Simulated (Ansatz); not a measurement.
# TeO: the cost of one run

Computed with Ansatz 0.2.0 (DFT PBE, scalar-relativistic, plane waves, PAW, unless a step's input says otherwise).

**1. The system as given**

It takes space group Pmma (No. 51, orthorhombic). Conventional cell: a = 5.191 Å, b = 3.124 Å, c = 5.473 Å, α = 90.00°, β = 90.00°, γ = 90.00°. Around Te (site symmetry mm2) lie 8 O at 3.09 to 3.20 Å and 4 Te at 3.12 to 3.31 Å. O (site symmetry mm2) is surrounded by 8 Te at 3.09 to 3.20 Å and 4 O at 3.12 to 3.39 Å.

Coordinates:

```
Te O
1.0
     5.19097    0.00000    0.00000
     0.00000    3.12360    0.00000
     0.00000    0.00000    5.47308
Te O
2 2
Direct
  0.25000 0.00000 0.18781
  0.75000 0.00000 0.81219
  0.25000 0.50000 0.69878
  0.75000 0.50000 0.30122
```

A structure generator made this guess: species swapped into a database cell of TiPt (Pmma, No. 51), with O on the Ti sites and Te on the Pt sites. The dimensions are guesses.

**2. The guess as it stands, on a coarse mesh**

input.yaml

```yaml
crystal:
  lattice:
    - [5.19096576, 0.0, 0.0]
    - [0.0, 3.12360282, 0.0]
    - [0.0, 0.0, 5.47308109]
  atoms:
    - { symbol: Te, position: [0.25, 0.0, 0.18780747] }
    - { symbol: Te, position: [0.75, 0.0, 0.81219253] }
    - { symbol: O, position: [0.25, 0.5, 0.69877909] }
    - { symbol: O, position: [0.75, 0.5, 0.30122091] }
basis:
  ecutwfc: 420
kpoints:
  mp_grid: { grid: [4, 6, 4] }
hamiltonian:
  xc: pbe
scf:
  occupations: { method: gaussian, width: 0.1 }
  lower_state_search: "off"
output:
  forces: true
  stress: true
  eigenvalues: true
```

Started as:

```sh
ansatz run input.yaml --threads 1 --pin off --max-ram 2560MiB --backend cpu --events-out ev --progress --plain --runs-dir out
```

Q: Estimate wall time and peak memory on 1 thread of Intel Xeon at 2.70GHz, shared host.

About 5.3 s, with a peak of 0.39 GiB.
